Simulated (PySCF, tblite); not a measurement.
# C₇H₄FN+ (doublet): geometry, infrared bands and EPR parameters

Wanted: the infrared bands and EPR parameters of C₇H₄FN+ (doublet) (`N#C[C+]1[CH][C@@H]2C=C(F)[C@H]12`), by calculation.

The runs use tblite 0.8.0 and PySCF 2.14.0, with density-fitted response routines of our own; the level of theory stands in each step. All values are computed, except where a source is named. Atoms count from 0, in the outputs and in this text.

### 1 The starting structure

13 atoms, charge 1, multiplicity 2; geometry from: force field or distance geometry start.

Bonds of the start (Å): N0–C1 1.18, C1–C2 1.39, C2–C3 1.43, C3–C4 1.46, C4–C5 1.50, C5–C6 1.35, C6–F7 1.34, C6–C8 1.51, C8–C2 1.46, C8–C4 1.54, C3–H9 1.08, C4–H10 1.10, C5–H11 1.09, C8–H12 1.09.

### 2 Relaxing the molecule with GFN2-xTB

What the job is given:

```
{"job": {"kind": "relax", "xc": "GFN2-xTB", "basis": "xTB"}, "charge": 1, "multiplicity": 2}
N      2.757900    -2.000800    -0.434600
C      1.948600    -1.165000    -0.600800
C      1.003000    -0.161100    -0.785600
C      0.958300     1.128100    -0.158500
C     -0.499500     1.100200    -0.086500
C     -1.158900     0.421600     1.082400
C     -1.129400    -0.792700     0.503000
F     -1.540300    -2.005600     0.906000
C     -0.453800    -0.286400    -0.754600
H      1.648200     1.471500     0.603200
H     -1.036600     1.887600    -0.631300
H     -1.520300     0.781700     2.043200
H     -0.981400    -0.378800    -1.703600
```

Command:

```console
OMP_NUM_THREADS=1 python probes_run.py task.json out
```

One launch serves the whole session: the jobs run in the order shown.

**Question.** This job is followed by: GFN2-xTB harmonic vibrations, gas phase; UKS B3LYP, pcH-1 on C F H N, non-relativistic, mean-field spin-orbit, GIAO. Predict these results of the whole session: strongest single infrared mode (GFN2-xTB); zero-point energy (GFN2-xTB); g(iso) (B3LYP); ⟨S²⟩; largest a(iso).

The runs gave:

```
                                 quantity                  value
strongest single infrared mode (GFN2-xTB)  1577 cm⁻¹, 559 km/mol
             zero-point energy (GFN2-xTB)          53.1 kcal/mol
                           g(iso) (B3LYP)                2.00328
                                     ⟨S²⟩     0.756 (exact 0.75)
                           largest a(iso)    19F on F7, 59.9 MHz
```

In words: Relaxing lowered the energy by 0.918 eV in 57 steps; the close pair that moved most is C2–C3, from 1.434 to 1.365 Å. All 33 modes are real, so the xTB geometry is a minimum. The strongest single mode, at 1577 cm⁻¹, moves mainly C6. Unscaled tight-binding wavenumbers are off by several per cent, some by more. Its intensities can rank the bands wrongly. C5 carries the largest spin population, 0.33 e. The isotropic g lies 1.0 ppt above the free-electron value. These values are for one conformer; the search (at its own cheap level) found 1 more, at 0.69 kcal/mol, and measured spectra average over such forms.
